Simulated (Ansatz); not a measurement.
# C2H3GaTe: small, medium and large basis sets

One table from this session's results is given with a row withheld; the runs are named, their logs left out.

Method: one geometry, several basis sets; program: Ansatz 0.2.0, Gaussian basis.

Plan: PBE0-D4/def2-SVP; ωB97M-V/def2-SVP; PBE0-D4/def2-QZVPP; ωB97M-V/def2-QZVPP; the functionals' def2-TZVPP values are taken from earlier runs.

## The relaxed structure

All runs share one geometry, relaxed beforehand with PBE0-D4 in a triple-zeta def2 set. Te takes the def2 core potential; no spin-orbit term is included.

7 atoms, charge 0, spin multiplicity 1.

Atoms are counted from 1 here; the program's logs count them from 0.

Bond lengths: Ga1–C2 1.982 Å, Ga1–Te4 2.820 Å, Ga1–H5 1.554 Å, Ga1–H6 1.554 Å, C2–C3 1.261 Å, C3–Te4 2.231 Å, C3–H7 1.073 Å. Angles: C2–Ga1–Te4 56.1°, C2–Ga1–H5 113.9°, C2–Ga1–H6 113.9°, Te4–Ga1–H5 110.0°, Te4–Ga1–H6 110.0°, H5–Ga1–H6 129.2°, Ga1–C2–C3 147.9°, C2–C3–Te4 80.6°, C2–C3–H7 151.9°, Te4–C3–H7 127.5°, Ga1–Te4–C3 75.4°.

Set-up of the first run:

Contents of in.yaml:

```yaml
crystal:
  periodic: [false, false, false]
  atoms:
    - {symbol: Ga, position_ang: [-0.783699, 1.111524, -0.417378]}
    - {symbol: C, position_ang: [0.636692, 0.048801, 0.467677]}
    - {symbol: C, position_ang: [1.152425, -1.083635, 0.671823]}
    - {symbol: Te, position_ang: [-0.527736, -1.685266, -0.666789]}
    - {symbol: H, position_ang: [-0.324921, 1.806354, -1.729211]}
    - {symbol: H, position_ang: [-1.982633, 1.455016, 0.509305]}
    - {symbol: H, position_ang: [1.891173, -1.720793, 1.118872]}
basis:
  gaussian: {orbitals: def2-SVP}
hamiltonian: {xc: pbe0, dispersion: d4}
output: {orbitals: {seedname: orbitals}}
```

Among the steps run: PBE0-D4 in def2-SVP; ωB97M-V in def2-SVP; PBE0-D4 in def2-QZVPP; ωB97M-V in def2-QZVPP.

One table of the session follows, with a row left open; its other results are not shown here.

It belongs to the step «Functionals by basis». 

```
functional       basis  HOMO (eV)  LUMO (eV)
   PBE0-D4    def2-SVP      -5.92      -1.97
   PBE0-D4  def2-TZVPP      -5.97      -1.98
   PBE0-D4  def2-QZVPP          ?          ?
   ωB97M-V    def2-SVP      -7.97       0.11
   ωB97M-V  def2-TZVPP      -8.04       0.00
   ωB97M-V  def2-QZVPP      -8.06      -0.08
```

Estimate the missing values for PBE0-D4, def2-QZVPP.

As computed: HOMO (eV): -5.99; LUMO (eV): -2.00. In the column «HOMO (eV)» it lies between ωB97M-V, def2-SVP (-7.97) and PBE0-D4, def2-TZVPP (-5.97).
